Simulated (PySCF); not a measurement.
# C₃H₉As: NMR shieldings, part 1 of 2

Wanted: NMR shieldings for C₃H₉As (`C[As](C)C`).

Computed with PySCF 2.14.0 and routines of our own; the level stands in each step. Atoms count from 0.

## (1) The starting structure

13 atoms, charge 0, multiplicity 1; geometry from: GFN2-xTB.

## (2) Geometry optimisation at PBE0-D3(BJ)/def2-SVP

Job settings and geometry (Å):

```
{"job": {"xc": "PBE0", "basis": "def2-SVP", "d3": "d3bj", "grid": 1, "maxiter": 30, "shake": 0.01, "kind": "geom"}, "charge": 0, "multiplicity": 1}
C     -0.401800     1.593040     0.395340
As    -0.215960    -0.216940     1.097660
C      1.573610    -0.529960     0.351810
C     -1.171210    -1.121150    -0.346700
H     -0.166210     1.649200    -0.676470
H      0.217570     2.314560     0.931020
H     -1.442090     1.951100     0.511160
H      1.648390    -0.248590    -0.697930
H      1.862760    -1.572540     0.478800
H      2.328780     0.060150     0.912430
H     -0.871030    -0.788950    -1.311520
H     -1.058610    -2.200470    -0.269880
H     -2.298370    -0.906340    -0.264650
```

On the command line:

```console
OMP_NUM_THREADS=1 python heavy_run.py task.json out
```

One launch serves the whole session: the jobs run in the order shown.

The log of the run:

```text
step   0  E = -2354.83362656  max force = 0.044427
step   1  E = -2354.83608633  max force = 0.006959
step   2  E = -2354.83705001  max force = 0.003454
step   3  E = -2354.83729321  max force = 0.000954
step   4  E = -2354.83731138  max force = 0.000375
step   5  E = -2354.83732979  max force = 0.000381
step   6  E = -2354.83734318  max force = 0.000684
step   7  E = -2354.83735366  max force = 0.000529
step   8  E = -2354.83735588  max force = 0.000164
optimisation converged
```

Run time: 47 s. Hardware: 1 thread of Arm Neoverse V1, shared host; peak memory 0.49 GiB.

The steps of the relaxation:

| step | energy from step 0 (eV) | largest force component (eV/Å) |
| --- | --- | --- |
| 0 | 0.0000 | 2.2845 |
| 1 | -0.0669 | 0.3578 |
| 2 | -0.0932 | 0.1776 |
| 3 | -0.0998 | 0.0491 |
| 4 | -0.1003 | 0.0193 |
| 5 | -0.1008 | 0.0196 |
| 6 | -0.1011 | 0.0352 |
| 7 | -0.1014 | 0.0272 |
| 8 | -0.1015 | 0.0084 |

Distances of close pairs at the start and the end, largest changes first:

| bond | before (Å) | after (Å) | change (Å) |
| --- | --- | --- | --- |
| C3–H12 | 1.150 | 1.100 | -0.050 |
| C3–H10 | 1.064 | 1.101 | +0.037 |
| C0–As1 | 1.950 | 1.966 | +0.015 |
| As1–C3 | 1.954 | 1.966 | +0.013 |
| C3–H11 | 1.088 | 1.100 | +0.012 |
| C2–H7 | 1.089 | 1.101 | +0.012 |
| C2–H8 | 1.089 | 1.100 | +0.011 |
| C2–H9 | 1.110 | 1.100 | -0.010 |

The next job starts from the end point, and lists it.

| at the end point | value |
| --- | --- |
| point group (found at 0.08 Å tolerance) | C3v |
| rotational constants (GHz, main isotopes) | 4.716, 4.712, 3.425 |
| dipole moment (D) | 1.03 |

## (3) NMR shieldings: PBE/pcSseg-1 As:us-x2c-TZVPall-2c, spin–orbit

Job settings and geometry (Å):

```
{"job": {"xc": "PBE", "basis": {"default": "pcSseg-1", "As": "us-x2c-TZVPall-2c"}, "rel": "so", "kind": "hnmr"}, "charge": 0, "multiplicity": 1}
C     -0.207501     1.648522     0.440917
As    -0.141474    -0.205675     1.089698
C      1.542999    -0.707100     0.208538
C     -1.354039    -0.973312    -0.254184
H     -0.040235     1.704292    -0.645738
H      0.562011     2.243314     0.954794
H     -1.189540     2.084390     0.676880
H      1.541512    -0.426695    -0.856018
H      1.691952    -1.793553     0.294567
H      2.383182    -0.206057     0.711539
H     -1.077199    -0.662924    -1.273514
H     -1.322081    -2.071014    -0.190620
H     -2.383768    -0.647923    -0.045227
```

Method: PBE/pcSseg-1 As:us-x2c-TZVPall-2c GIAO NMR shielding, X2C with spin-orbit coupling, screened-nuclear two-electron part, Gaussian nuclei, gas phase.

The log of the run:

```text
spin-free SCF
coarse grid: 45120 points
cycle   1  E = -2379.9561326231  dE = -9.281e-02  |g| = 7.282e-01  |ddm| = 3.280e+00
cycle   2  E = -2379.7537842686  dE =  2.023e-01  |g| = 1.138e+00  |ddm| = 1.546e+00
cycle   3  E = -2380.0650386613  dE = -3.113e-01  |g| = 1.024e-01  |ddm| = 1.054e+00
cycle   4  E = -2380.0681798239  dE = -3.141e-03  |g| = 2.574e-02  |ddm| = 1.626e-01
cycle   5  E = -2380.0683893993  dE = -2.096e-04  |g| = 1.338e-02  |ddm| = 4.647e-02
cycle   6  E = -2380.0684167843  dE = -2.739e-05  |g| = 1.718e-03  |ddm| = 1.128e-02
cycle   7  E = -2380.0684172303  dE = -4.459e-07  |g| = 1.406e-04  |ddm| = 1.739e-03
final grid: 95048 points
cycle   8  E = -2380.0683369152  dE = -1.092e-07  |g| = 1.367e-04  |ddm| = 1.635e-03
cycle   9  E = -2380.0683369119  dE =  3.339e-09  |g| = 1.746e-04  |ddm| = 3.071e-04
cycle  10  E = -2380.0683369194  dE = -7.507e-09  |g| = 4.436e-05  |ddm| = 1.838e-04
converged SCF energy = -2380.0683369194
two-component SCF
cycle   1  E = -2380.0234268352  dE = -2.380e+03  |FDS-SDF| = 6.324e+00
cycle   2  E = -2380.1194505201  dE = -9.602e-02  |FDS-SDF| = 6.666e-03
cycle   3  E = -2380.1194505298  dE = -9.695e-09  |FDS-SDF| = 1.384e-03
cycle   4  E = -2380.1194504111  dE =  1.187e-07  |FDS-SDF| = 1.415e-03
cycle   5  E = -2380.1194506795  dE = -2.684e-07  |FDS-SDF| = 1.043e-04
cycle   6  E = -2380.1194506823  dE = -2.784e-09  |FDS-SDF| = 2.403e-05
converged, E = -2380.1194506823

Field gradients (au) and densities at the nuclei (bohr^-3)
atom        Vxx        Vyy        Vzz        centre      nuclear mean
  0 C     -0.0229    -0.0368     0.0597        114.389        114.389
  1 As     1.3056     1.3074    -2.6129      31748.412      31729.011
  2 C     -0.0229    -0.0368     0.0598        114.389        114.389
  3 C     -0.0229    -0.0369     0.0598        114.389        114.389
  4 H     -0.1458    -0.1506     0.2964          0.376          0.376
  5 H     -0.1474    -0.1502     0.2976          0.377          0.377
  6 H     -0.1474    -0.1502     0.2976          0.377          0.377
  7 H     -0.1457    -0.1506     0.2963          0.376          0.376
  8 H     -0.1474    -0.1502     0.2976          0.377          0.377
  9 H     -0.1474    -0.1502     0.2976          0.377          0.377
 10 H     -0.1457    -0.1506     0.2963          0.376          0.376
 11 H     -0.1474    -0.1502     0.2976          0.377          0.377
 12 H     -0.1474    -0.1503     0.2977          0.377          0.377
without picture change
  1 As                          -2.6896                     47209.447

Core orbital energies (eV)
atom   shell        mean    spread
  1 As 1s       -11706.502   0.000
  1 As 2s        -1485.124   0.000
  1 As 3s         -188.775   0.000
  1 As 4s          -16.698   0.000
  1 As 2p1/2     -1326.624   0.000
  1 As 2p3/2     -1290.507   0.030
  1 As 3p1/2      -135.558   0.000
  1 As 3p3/2      -130.577   0.098
  1 As 3d3/2       -39.688   0.110
  1 As 3d5/2       -39.001   0.145

Shielding tensors (ppm)
atom      isotropic    diamagn.    paramagn.     s11        s22        s33       span
  0 C       164.94      249.09      -84.14     153.78     157.44     183.62      29.83
  1 As     1602.26     2762.40    -1160.15    1577.93    1614.24    1614.59      36.65
  2 C       164.94      249.10      -84.16     153.86     157.35     183.62      29.75
  3 C       164.91      249.12      -84.21     153.71     157.44     183.58      29.87
  4 H        30.42       31.15       -0.73      26.65      28.07      36.53       9.88
  5 H        30.11       29.53        0.58      25.68      27.02      37.63      11.96
  6 H        30.11       29.55        0.56      25.68      27.01      37.63      11.95
  7 H        30.42       31.16       -0.74      26.65      28.08      36.53       9.88
  8 H        30.11       29.56        0.55      25.68      27.01      37.64      11.96
  9 H        30.11       29.54        0.57      25.68      27.02      37.63      11.94
 10 H        30.42       31.17       -0.75      26.65      28.08      36.52       9.87
 11 H        30.11       29.58        0.53      25.68      27.02      37.63      11.95
 12 H        30.11       29.56        0.54      25.68      27.01      37.63      11.95
```

Run time: 29 s. Hardware: 1 thread of Arm Neoverse V1, shared host; peak memory 1.1 GiB.

From this job:

| quantity | value |
| --- | --- |
| energy from spin-orbit coupling | -0.0511 Eh |

## (4) NMR shieldings: PBE/pcSseg-1 As:us-x2c-TZVPall-2c, spin-free

Settings changed since step 3:

```diff
@@ -1,2 +1,2 @@
-{"job": {"xc": "PBE", "basis": {"default": "pcSseg-1", "As": "us-x2c-TZVPall-2c"}, "rel": "so", "kind": "hnmr"}, "charge": 0, "multiplicity": 1}
+{"job": {"xc": "PBE", "basis": {"default": "pcSseg-1", "As": "us-x2c-TZVPall-2c"}, "rel": "sf", "kind": "hnmr"}, "charge": 0, "multiplicity": 1}
 C     -0.207501     1.648522     0.440917
```

With the program's defaults for keys left out, this is: PBE/pcSseg-1 As:us-x2c-TZVPall-2c GIAO NMR shielding, spin-free X2C, Gaussian nuclei, gas phase.

The log of the run:

```text
spin-free SCF
coarse grid: 45120 points
cycle   1  E = -2379.9561326231  dE = -9.281e-02  |g| = 7.282e-01  |ddm| = 3.280e+00
cycle   2  E = -2379.7537842686  dE =  2.023e-01  |g| = 1.138e+00  |ddm| = 1.546e+00
cycle   3  E = -2380.0650386613  dE = -3.113e-01  |g| = 1.024e-01  |ddm| = 1.054e+00
cycle   4  E = -2380.0681798239  dE = -3.141e-03  |g| = 2.574e-02  |ddm| = 1.626e-01
cycle   5  E = -2380.0683893993  dE = -2.096e-04  |g| = 1.338e-02  |ddm| = 4.647e-02
cycle   6  E = -2380.0684167843  dE = -2.739e-05  |g| = 1.718e-03  |ddm| = 1.128e-02
cycle   7  E = -2380.0684172303  dE = -4.459e-07  |g| = 1.406e-04  |ddm| = 1.739e-03
final grid: 95048 points
cycle   8  E = -2380.0683369152  dE = -1.092e-07  |g| = 1.367e-04  |ddm| = 1.635e-03
cycle   9  E = -2380.0683369119  dE =  3.339e-09  |g| = 1.746e-04  |ddm| = 3.071e-04
cycle  10  E = -2380.0683369194  dE = -7.507e-09  |g| = 4.436e-05  |ddm| = 1.838e-04
converged SCF energy = -2380.0683369194
check of the scalar solution
cycle   1  E = -2380.0683369194  dE = -2.380e+03  |FDS-SDF| = 4.436e-05
cycle   2  E = -2380.0683369182  dE =  1.170e-09  |FDS-SDF| = 8.060e-05
converged, E = -2380.0683369182

Field gradients (au) and densities at the nuclei (bohr^-3)
atom        Vxx        Vyy        Vzz        centre      nuclear mean
  0 C     -0.0228    -0.0368     0.0596        114.389        114.388
  1 As     1.3049     1.3069    -2.6117      31746.687      31727.286
  2 C     -0.0229    -0.0368     0.0597        114.389        114.389
  3 C     -0.0229    -0.0369     0.0598        114.389        114.389
  4 H     -0.1458    -0.1506     0.2964          0.376          0.376
  5 H     -0.1474    -0.1502     0.2976          0.377          0.377
  6 H     -0.1474    -0.1502     0.2976          0.377          0.377
  7 H     -0.1457    -0.1506     0.2963          0.376          0.376
  8 H     -0.1474    -0.1502     0.2976          0.377          0.377
  9 H     -0.1474    -0.1502     0.2976          0.377          0.377
 10 H     -0.1457    -0.1506     0.2963          0.376          0.376
 11 H     -0.1474    -0.1502     0.2976          0.377          0.377
 12 H     -0.1474    -0.1503     0.2977          0.377          0.377
without picture change
  1 As                          -2.6883                     47209.808

Core orbital energies (eV)
atom   shell        mean    spread
  1 As 1s       -11706.660   0.000
  1 As 2s        -1485.152   0.000
  1 As 3s         -188.778   0.000
  1 As 4s          -16.699   0.000
  1 As 2p        -1302.380   0.045
  1 As 3p         -132.213   0.145
  1 As 3d          -39.277   0.168

Shielding tensors (ppm)
atom      isotropic    diamagn.    paramagn.     s11        s22        s33       span
  0 C       160.47      248.80      -88.33     145.33     153.09     182.99      37.66
  1 As     1393.21     2887.52    -1494.30    1342.57    1418.33    1418.74      76.17
  2 C       160.48      248.82      -88.34     145.42     153.01     183.00      37.58
  3 C       160.44      248.83      -88.39     145.27     153.10     182.96      37.69
  4 H        30.58       31.14       -0.56      26.88      28.34      36.53       9.65
  5 H        30.20       29.53        0.67      25.83      27.14      37.64      11.81
  6 H        30.20       29.54        0.66      25.83      27.13      37.63      11.81
  7 H        30.58       31.16       -0.58      26.87      28.35      36.52       9.65
  8 H        30.20       29.56        0.64      25.83      27.14      37.64      11.81
  9 H        30.20       29.53        0.67      25.83      27.14      37.63      11.80
 10 H        30.58       31.16       -0.58      26.88      28.34      36.52       9.64
 11 H        30.20       29.58        0.62      25.83      27.14      37.63      11.80
 12 H        30.20       29.56        0.63      25.83      27.13      37.63      11.80
```

It took 13 s on 1 thread of Arm Neoverse V1, shared host; peak memory 0.93 GiB.

## (5) NMR shieldings: PBE/pcSseg-1 As:us-x2c-TZVPall-2c in water, spin–orbit

Settings changed since step 4:

```diff
@@ -1,2 +1,2 @@
-{"job": {"xc": "PBE", "basis": {"default": "pcSseg-1", "As": "us-x2c-TZVPall-2c"}, "rel": "sf", "kind": "hnmr"}, "charge": 0, "multiplicity": 1}
+{"job": {"xc": "PBE", "basis": {"default": "pcSseg-1", "As": "us-x2c-TZVPall-2c"}, "rel": "so", "solvent": "water", "kind": "hnmr"}, "charge": 0, "multiplicity": 1}
 C     -0.207501     1.648522     0.440917
```

Level: PBE/pcSseg-1 As:us-x2c-TZVPall-2c GIAO NMR shielding, X2C with spin-orbit coupling, screened-nuclear two-electron part, Gaussian nuclei, IEF-PCM water.

The log of the run:

```text
spin-free SCF
coarse grid: 45120 points
cycle   1  E = -2379.9602725168  dE = -9.638e-02  |g| = 7.244e-01  |ddm| = 3.281e+00
cycle   2  E = -2379.7705765594  dE =  1.897e-01  |g| = 1.116e+00  |ddm| = 1.511e+00
cycle   3  E = -2380.0692816568  dE = -2.987e-01  |g| = 7.744e-02  |ddm| = 9.798e-01
cycle   4  E = -2380.0710191729  dE = -1.738e-03  |g| = 1.705e-02  |ddm| = 1.189e-01
cycle   5  E = -2380.0710983169  dE = -7.914e-05  |g| = 1.203e-02  |ddm| = 3.585e-02
cycle   6  E = -2380.0711199206  dE = -2.160e-05  |g| = 9.217e-04  |ddm| = 9.535e-03
cycle   7  E = -2380.0711200823  dE = -1.617e-07  |g| = 1.687e-04  |ddm| = 9.754e-04
final grid: 95048 points
cycle   8  E = -2380.0710403250  dE = -1.106e-07  |g| = 1.547e-04  |ddm| = 1.630e-03
cycle   9  E = -2380.0710403223  dE =  2.618e-09  |g| = 1.862e-04  |ddm| = 3.361e-04
cycle  10  E = -2380.0710403308  dE = -8.454e-09  |g| = 5.104e-05  |ddm| = 1.939e-04
converged SCF energy = -2380.0710403308
two-component SCF
cycle   1  E = -2380.0261292635  dE = -2.380e+03  |FDS-SDF| = 6.324e+00
cycle   2  E = -2380.1221535473  dE = -9.602e-02  |FDS-SDF| = 6.673e-03
cycle   3  E = -2380.1221535756  dE = -2.832e-08  |FDS-SDF| = 1.381e-03
cycle   4  E = -2380.1221535018  dE =  7.387e-08  |FDS-SDF| = 1.342e-03
cycle   5  E = -2380.1221537068  dE = -2.051e-07  |FDS-SDF| = 8.432e-05
cycle   6  E = -2380.1221537086  dE = -1.733e-09  |FDS-SDF| = 2.323e-05
converged, E = -2380.1221537086

Field gradients (au) and densities at the nuclei (bohr^-3)
atom        Vxx        Vyy        Vzz        centre      nuclear mean
  0 C     -0.0297    -0.0434     0.0732        114.387        114.387
  1 As     1.2683     1.2702    -2.5385      31748.139      31728.738
  2 C     -0.0298    -0.0435     0.0733        114.387        114.387
  3 C     -0.0298    -0.0436     0.0734        114.387        114.387
  4 H     -0.1456    -0.1496     0.2952          0.375          0.375
  5 H     -0.1473    -0.1498     0.2971          0.376          0.376
  6 H     -0.1473    -0.1498     0.2970          0.376          0.376
  7 H     -0.1456    -0.1496     0.2952          0.375          0.375
  8 H     -0.1473    -0.1498     0.2971          0.376          0.376
  9 H     -0.1473    -0.1498     0.2971          0.376          0.376
 10 H     -0.1455    -0.1496     0.2951          0.375          0.375
 11 H     -0.1473    -0.1498     0.2970          0.376          0.376
 12 H     -0.1473    -0.1498     0.2971          0.376          0.376
without picture change
  1 As                          -2.6135                     47209.037

Core orbital energies (eV)
atom   shell        mean    spread
  1 As 1s       -11706.452   0.000
  1 As 2s        -1485.073   0.000
  1 As 3s         -188.724   0.000
  1 As 4s          -16.597   0.000
  1 As 2p1/2     -1326.573   0.000
  1 As 2p3/2     -1290.456   0.029
  1 As 3p1/2      -135.507   0.000
  1 As 3p3/2      -130.526   0.096
  1 As 3d3/2       -39.635   0.107
  1 As 3d5/2       -38.949   0.141

Shielding tensors (ppm)
atom      isotropic    diamagn.    paramagn.     s11        s22        s33       span
  0 C       165.86      249.45      -83.58     154.68     158.13     184.77      30.10
  1 As     1605.61     2763.36    -1157.75    1571.05    1622.71    1623.08      52.03
  2 C       165.86      249.46      -83.61     154.75     158.04     184.77      30.02
  3 C       165.83      249.48      -83.65     154.60     158.13     184.74      30.14
  4 H        30.29       31.17       -0.88      26.41      28.01      36.46      10.05
  5 H        30.03       29.49        0.53      25.50      26.92      37.65      12.15
  6 H        30.02       29.51        0.51      25.50      26.92      37.65      12.14
  7 H        30.29       31.19       -0.89      26.40      28.01      36.46      10.05
  8 H        30.02       29.53        0.50      25.50      26.92      37.65      12.15
  9 H        30.03       29.50        0.53      25.51      26.92      37.64      12.13
 10 H        30.29       31.19       -0.90      26.41      28.01      36.46      10.05
 11 H        30.02       29.54        0.48      25.50      26.92      37.64      12.14
 12 H        30.02       29.53        0.49      25.50      26.92      37.64      12.14
```

Run time: 30 s. Hardware: 1 thread of Arm Neoverse V1, shared host; peak memory 1.1 GiB.

Key values:

```csv
quantity,value
energy from spin-orbit coupling,-0.0511 Eh
```

## (6) NMR shieldings: PBE/pcSseg-1 As:us-x2c-TZVPall-2c in water, spin-free

Settings changed since step 5:

```diff
@@ -1,2 +1,2 @@
-{"job": {"xc": "PBE", "basis": {"default": "pcSseg-1", "As": "us-x2c-TZVPall-2c"}, "rel": "so", "solvent": "water", "kind": "hnmr"}, "charge": 0, "multiplicity": 1}
+{"job": {"xc": "PBE", "basis": {"default": "pcSseg-1", "As": "us-x2c-TZVPall-2c"}, "rel": "sf", "solvent": "water", "kind": "hnmr"}, "charge": 0, "multiplicity": 1}
 C     -0.207501     1.648522     0.440917
```

With the program's defaults for keys left out, this is: PBE/pcSseg-1 As:us-x2c-TZVPall-2c GIAO NMR shielding, spin-free X2C, Gaussian nuclei, IEF-PCM water.

The log of the run:

```text
spin-free SCF
coarse grid: 45120 points
cycle   1  E = -2379.9602725168  dE = -9.638e-02  |g| = 7.244e-01  |ddm| = 3.281e+00
cycle   2  E = -2379.7705765594  dE =  1.897e-01  |g| = 1.116e+00  |ddm| = 1.511e+00
cycle   3  E = -2380.0692816568  dE = -2.987e-01  |g| = 7.744e-02  |ddm| = 9.798e-01
cycle   4  E = -2380.0710191729  dE = -1.738e-03  |g| = 1.705e-02  |ddm| = 1.189e-01
cycle   5  E = -2380.0710983169  dE = -7.914e-05  |g| = 1.203e-02  |ddm| = 3.585e-02
cycle   6  E = -2380.0711199206  dE = -2.160e-05  |g| = 9.217e-04  |ddm| = 9.535e-03
cycle   7  E = -2380.0711200823  dE = -1.617e-07  |g| = 1.687e-04  |ddm| = 9.754e-04
final grid: 95048 points
cycle   8  E = -2380.0710403250  dE = -1.106e-07  |g| = 1.547e-04  |ddm| = 1.630e-03
cycle   9  E = -2380.0710403223  dE =  2.618e-09  |g| = 1.862e-04  |ddm| = 3.361e-04
cycle  10  E = -2380.0710403308  dE = -8.454e-09  |g| = 5.104e-05  |ddm| = 1.939e-04
converged SCF energy = -2380.0710403308
check of the scalar solution
cycle   1  E = -2380.0710403308  dE = -2.380e+03  |FDS-SDF| = 5.104e-05
cycle   2  E = -2380.0710403300  dE =  7.908e-10  |FDS-SDF| = 8.069e-05
converged, E = -2380.0710403300

Field gradients (au) and densities at the nuclei (bohr^-3)
atom        Vxx        Vyy        Vzz        centre      nuclear mean
  0 C     -0.0297    -0.0434     0.0731        114.387        114.387
  1 As     1.2676     1.2697    -2.5374      31746.415      31727.014
  2 C     -0.0297    -0.0435     0.0732        114.387        114.387
  3 C     -0.0297    -0.0436     0.0733        114.387        114.387
  4 H     -0.1456    -0.1496     0.2953          0.375          0.375
  5 H     -0.1473    -0.1498     0.2971          0.376          0.376
  6 H     -0.1473    -0.1498     0.2970          0.376          0.376
  7 H     -0.1456    -0.1496     0.2952          0.375          0.375
  8 H     -0.1473    -0.1498     0.2971          0.376          0.376
  9 H     -0.1473    -0.1498     0.2971          0.376          0.376
 10 H     -0.1455    -0.1496     0.2951          0.375          0.375
 11 H     -0.1473    -0.1498     0.2970          0.376          0.376
 12 H     -0.1473    -0.1498     0.2971          0.376          0.376
without picture change
  1 As                          -2.6124                     47209.398

Core orbital energies (eV)
atom   shell        mean    spread
  1 As 1s       -11706.609   0.000
  1 As 2s        -1485.101   0.000
  1 As 3s         -188.727   0.000
  1 As 4s          -16.598   0.000
  1 As 2p        -1302.329   0.044
  1 As 3p         -132.162   0.142
  1 As 3d          -39.224   0.164

Shielding tensors (ppm)
atom      isotropic    diamagn.    paramagn.     s11        s22        s33       span
  0 C       161.42      249.17      -87.75     146.41     153.75     184.12      37.71
  1 As     1396.16     2888.56    -1492.40    1336.66    1425.71    1426.12      89.46
  2 C       161.42      249.19      -87.76     146.49     153.67     184.12      37.64
  3 C       161.40      249.20      -87.81     146.34     153.76     184.09      37.74
  4 H        30.45       31.17       -0.72      26.63      28.27      36.46       9.83
  5 H        30.12       29.49        0.63      25.66      27.04      37.65      12.00
  6 H        30.11       29.51        0.61      25.65      27.04      37.65      11.99
  7 H        30.45       31.18       -0.73      26.62      28.28      36.45       9.83
  8 H        30.12       29.53        0.59      25.66      27.04      37.65      12.00
  9 H        30.12       29.50        0.62      25.66      27.05      37.65      11.98
 10 H        30.45       31.19       -0.74      26.62      28.27      36.45       9.83
 11 H        30.11       29.54        0.57      25.65      27.04      37.64      11.99
 12 H        30.11       29.53        0.58      25.65      27.04      37.65      11.99
```

Wall time 14 s (1 thread of Arm Neoverse V1, shared host); peak memory 1 GiB.

(Continued in part 2 of 2.)
